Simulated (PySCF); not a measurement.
# P3Sb (PPPSb tetrahedron): the cost of one run

Programs: PySCF 2.14.0, with routines of our own; each step states its level. All values are computed. Atoms count from 0.

### Step 1. The starting structure

4 atoms, charge 0, multiplicity 1; geometry from: GFN2-xTB.

### Step 2. Geometry optimisation at PBE0-D3(BJ)/def2-SVP

Job settings and geometry (Å):

```
{"job": {"xc": "PBE0", "basis": "def2-SVP", "d3": "d3bj", "grid": 1, "maxiter": 30, "shake": 0.03, "kind": "geom"}, "charge": 0, "multiplicity": 1}
P     -0.344910    -0.717330    -1.121230
P     -0.852350     1.057950     0.112590
P     -0.409760    -0.840990     0.993560
Sb     1.690310     0.409930    -0.015390
```

Launch:

```
OMP_NUM_THREADS=1 python heavy_run.py task.json out
```

This one command runs all jobs of the session in turn.

**Question.** How long does this first job take on 1 thread of Intel Xeon Platinum 8488C, shared host, and how much memory does it need?

About 27 s, with a peak of 0.33 GiB.
